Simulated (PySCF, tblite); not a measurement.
**C₅H₉FN₂Si: geometry, infrared bands and NMR shifts**

Aim: predict the infrared bands and NMR shifts of C₅H₉FN₂Si (`N#C[C@]1(F)CCNC[SiH2]1`).

The runs use tblite 0.8.0 and PySCF 2.14.0, with density-fitted response routines of our own; the level of theory stands in each step. All values are computed, except where a source is named. Atoms count from 0, in the outputs and in this text.

### 1 Starting geometry

18 atoms, charge 0, multiplicity 1; geometry from: force field or distance geometry start.

Bonds of the start (Å): N0–C1 1.16, C1–C2 1.45, C2–F3 1.40, C2–C4 1.53, C4–C5 1.49, C5–N6 1.41, N6–C7 1.40, C7–Si8 1.83, Si8–C2 1.85, C4–H9 1.10, C4–H10 1.10, C5–H11 1.12, C5–H12 1.13, N6–H13 1.04, C7–H14 1.11, C7–H15 1.12, Si8–H16 1.46, Si8–H17 1.49.

### 2 Optimising the geometry with GFN2-xTB

What the job is given:

```
{"job": {"kind": "relax", "xc": "GFN2-xTB", "basis": "xTB"}, "charge": 0, "multiplicity": 1}
N     -1.910600     0.914000     2.381600
C     -1.604300     0.842300     1.264100
C     -1.186500     0.754800    -0.120300
F     -2.106800     1.455200    -0.917900
C     -1.046100    -0.697800    -0.570900
C     -0.110900    -1.410200     0.342000
N      1.266500    -1.128400     0.196100
C      1.728700     0.171900    -0.042700
Si     0.494300     1.486300    -0.350900
H     -0.676700    -0.742600    -1.606600
H     -2.043800    -1.153800    -0.469200
H     -0.244400    -2.500200     0.118700
H     -0.477200    -1.310600     1.410500
H      1.824000    -1.890200    -0.232800
H      2.411700     0.143500    -0.920600
H      2.353400     0.496900     0.828900
H      0.693700     2.686700     0.455100
H      0.626200     1.888400    -1.776900
```

Started as:

```sh
> OMP_NUM_THREADS=1 python probes_run.py task.json out
```

One launch serves the whole session: the jobs run in the order shown.

**Question.** This job is followed by: GFN2-xTB harmonic vibrations, gas phase; GIAO PBE0/pcSseg-1 NMR shielding, non-relativistic, gas phase. What will the session give for the following? strongest single infrared mode (GFN2-xTB); zero-point energy (GFN2-xTB); 13C shifts against TMS (PBE0/pcSseg-1); 1H shifts against TMS (PBE0/pcSseg-1); 15N shifts against NH3 (PBE0/pcSseg-1); 19F shifts against CFCl3 (PBE0/pcSseg-1); 29Si shifts against TMS (PBE0/pcSseg-1); surface potential, 1st and 99th percentile.

As calculated:

| quantity | value |
| --- | --- |
| strongest single infrared mode (GFN2-xTB) | 2333 cm⁻¹, 271 km/mol |
| zero-point energy (GFN2-xTB) | 83.7 kcal/mol |
| 13C shifts against TMS (PBE0/pcSseg-1) | 124.0, 82.3, 49.4, 44.3, 36.2 ppm |
| 1H shifts against TMS (PBE0/pcSseg-1) | 4.33, 3.96, 3.43, 3.17, 2.74, 2.68, 2.53, 1.66, -0.56 ppm |
| 15N shifts against NH3 (PBE0/pcSseg-1) | 320.7, 48.2 ppm |
| 19F shifts against CFCl3 (PBE0/pcSseg-1) | -196.0 ppm |
| 29Si shifts against TMS (PBE0/pcSseg-1) | -44.8 ppm |
| surface potential, 1st and 99th percentile | -1.63 V and 1.75 V |

In words: The optimisation took 98 steps and gained 0.777 eV; among the close pairs (by a distance rule), C2–Si8 changed most, from 1.848 to 1.943 Å. No mode is imaginary among the 48: a minimum at this level. The strongest single mode, at 2333 cm⁻¹, moves mainly H16. GFN2-xTB is a fitted tight-binding method: band positions and strengths are rough. Its intensities can rank the bands wrongly. The most deshielded carbon is C1 (nitrile carbon), at 124.0 ppm: typical of a nitrile. At PBE0/pcSseg-1: Shielding is most anisotropic at N0 (span 463 ppm, paramagnetic term -392 ppm). By nearest atom (PBE0/pcSseg-1), the HOMO sits on N6 54 %; C7 8 % and the LUMO on N0 24 %; C1 18 %.
